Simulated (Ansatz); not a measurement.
# Al3BSb2: the cost of one run

Method: DFT PBE, scalar-relativistic, plane waves, PAW, unless a step names another level, in Ansatz 0.2.0.

2 further runs of the same task are left out: 1 that didn't finish, 1 set aside as unsound or not needed. Runs told in other sessions of the task aren't counted.

**1. The structure to begin with**

The structure is orthorhombic, space group Cmmm (No. 65). The conventional cell has a = 4.280 Å, b = 18.450 Å, c = 3.285 Å, α = 90.00°, β = 90.00°, γ = 90.00°. Al (site symmetry m2m) has 2 B at 2.14 Å in its first shell of neighbours. Al (site symmetry mmm) has 2 B at 2.14 Å in its first shell of neighbours. B (site symmetry mmm) is surrounded by 6 Al at 2.14 Å. Sb (site symmetry m2m) has 2 Al at 2.73 Å in its first shell of neighbours.

Structure file:

```xyz
6
Lattice="2.1401 -9.2252 0.0000 2.1401 9.2252 0.0000 0.0000 0.0000 3.2854" Properties=species:S:1:pos:R:3 pbc="T T T"
Al    2.1401    7.8521    1.6427
Al    2.1401   -7.8521    1.6427
Al    2.1401    0.0000    0.0000
B     0.0000    0.0000    0.0000
Sb    2.1401   -3.0655    1.6427
Sb    2.1401    3.0655    1.6427
```

It came out lowest among 32 distinct ends of the trial cells. At a tolerance of 0.05 Å it has space group Cmmm (No. 65).

**2. Relaxing to 0.001 eV/Å, on the response runs' mesh and smearing**

The input, input.yaml:

```yaml
crystal:
  lattice:
    - [2.1401016359, -9.2251740613, 0.0]
    - [2.1401016359, 9.2251740613, 0.0]
    - [0.0, 0.0, 3.2854455295]
  atoms:
    - { symbol: Al, position: [0.0744208993, 0.9255791007, 0.5] }
    - { symbol: Al, position: [0.9255791007, 0.0744208993, 0.5] }
    - { symbol: Al, position: [0.5, 0.5, 0.0] }
    - { symbol: B, position: [0.0, 0.0, 0.0] }
    - { symbol: Sb, position: [0.6661508294, 0.3338491706, 0.5] }
    - { symbol: Sb, position: [0.3338491706, 0.6661508294, 0.5] }
basis:
  ecutwfc: 420
kpoints:
  mp_grid: { grid: [8, 8, 10] }
hamiltonian:
  xc: pbe
scf:
  occupations: { method: gaussian, width: 0.1 }
output:
  forces: true
  stress: true
  eigenvalues: true
relax:
  adjacent_minimum: "off"
  f_tol: 0.001
  max_steps: 60
  cell: { stress_tol: 0.01 }
```

Launch:

```
$ ansatz run input.yaml --threads 3 --pin off --max-ram 7680MiB --backend cpu --events-out ev --progress --plain --runs-dir out
```

Q: Estimate wall time and peak memory on 3 threads of AMD EPYC 9R45 (Zen 5), shared host.

About 12 s, with a peak of 0.71 GiB.
